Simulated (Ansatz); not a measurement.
# SrBe (L11 type): the cost of one run

Computed with Ansatz 0.2.0 (DFT, scalar-relativistic, functionals as named in each step, unless a step's input says otherwise).

3 further runs of the same task are left out: 1 that didn't finish, 2 set aside as unsound or not needed.

## 1. Starting point

Symmetry: R-3m, No. 166, trigonal system. Conventional cell: a = 4.396 Å, b = 4.396 Å, c = 10.789 Å, α = 90.00°, β = 90.00°, γ = 120.00°. Be (site symmetry -3m) is surrounded by 6 Sr at 3.11 Å. Sr (site symmetry -3m) has 6 Be at 3.11 Å as nearest neighbours.

Structure file:

```
CELL_PARAMETERS angstrom
2.19781 -1.26890 3.59623
0.00000 2.53781 3.59623
-2.19781 -1.26890 3.59623
ATOMIC_POSITIONS crystal
Be 0.00000 0.00000 0.00000
Sr 0.50000 0.50000 0.50000
```

Atoms are numbered in the order of the input: Be1, Sr2.

## 2. PBEsol, LAPW

The input, input.yaml:

```yaml
crystal:
  lattice:
    - [2.1978077136, -1.2689048751, 3.5962325903]
    - [0.0, 2.5378097502, 3.5962325903]
    - [-2.1978077136, -1.2689048751, 3.5962325903]
  atoms:
    - { symbol: Be, position: [0.0, 0.0, 0.0] }
    - { symbol: Sr, position: [0.5, 0.5, 0.5] }
kpoints:
  mp_grid: { grid: [11, 11, 11] }
  band_path:
    path:
      - [0.0, 0.0, 0.0]
      - [0.5, 0.5, 0.5]
      - [0.7503346261, 0.2496653739, 0.5]
      - [0.5, -0.2496653739, 0.2496653739]
      - [0.5, 0.0, 0.0]
      - [0.0, 0.0, 0.0]
      - [0.3748326869, -0.3748326869, 0.0]
      - [0.6251673131, 0.0, 0.3748326869]
      - [0.5, 0.0, 0.5]
    npoints: 5
scf:
  occupations: { method: fermi_dirac, width: 0.05 }
hamiltonian:
  xc: pbesol
  pseudopotentials: { kind: all_electron, lapw: { basis_error: 0.00025 } }
output:
  forces: true
  stress: true
  eigenvalues: true
```

Started as:

```console
$ ansatz run input.yaml --threads 1 --pin off --max-ram 2048MiB --backend cpu --events-out ev --progress --plain --runs-dir out
```

**Question.** How long does this run take on 1 thread of Intel Xeon at 2.50GHz (Skylake/Cascade Lake), shared host, and how much memory does it need?

About 30 s, with a peak of 0.37 GiB.
